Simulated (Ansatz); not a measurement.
What does this script print? It uses the Python package of Ansatz (0.2.0).

Contents of `beh.xyz`:
```text
2

Be    0.00000    0.00000    0.00000
H     0.00000    0.00000    1.38000
```

Script `cas_beh.py`:
```python
'''Static correlation in BeH(-): natural occupations of an active space.'''

import warnings

import ansatz as az


def main() -> None:
    warnings.simplefilter('ignore', az.DeckWarning)

    mol = az.Crystal.molecule_from_extxyz('beh.xyz')

    calc = (
        mol.calculation()
        .basis(gaussian='def2-SVP')
        .charge(-1)
        .correlation(active_electrons=2, active_orbitals=3)
    )
    for method in [None, 'sc_nevpt2']:
        data = (calc if method is None else calc.correlation(method)).run(threads=1).report
        space = data['configurations']
        state = space['states'][0]
        print(method or 'casscf', f'total {data["free_energy_ev"] / 27.211386246:.6f} Ha, active-space state {state["energy"]["hartree"]:.6f} Ha, mean field {data["reference_energy_ev"] / 27.211386246:.6f} Ha')
        print('  determinants', state['n_determinants'], ' natural occupations', [round(n, 3) for n in space['natural_occupations']])


if __name__ == '__main__':
    main()
```

```console
$ python cas_beh.py
casscf total -15.121907 Ha, active-space state -15.121907 Ha, mean field -15.100973 Ha
  determinants 9  natural occupations [1.851, 0.074, 0.074]
sc_nevpt2 total -15.148926 Ha, active-space state -15.121899 Ha, mean field -15.100973 Ha
  determinants 3  natural occupations [1.851, 0.075, 0.075]
```

Caveats:
- Total energies depend on the basis set; only differences at equal settings carry meaning.
- The geometry is a force-field or estimated start, not a minimum of this method, and the basis set is short of its limit. The active space starts as a window about the frontier orbitals and is then optimised, not chosen by chemistry.
- Anions want diffuse functions, which this basis lacks.
- It ran for 0.4 s on 1 thread of Arm Neoverse V2, on a shared host, peak memory 0.12 GiB.
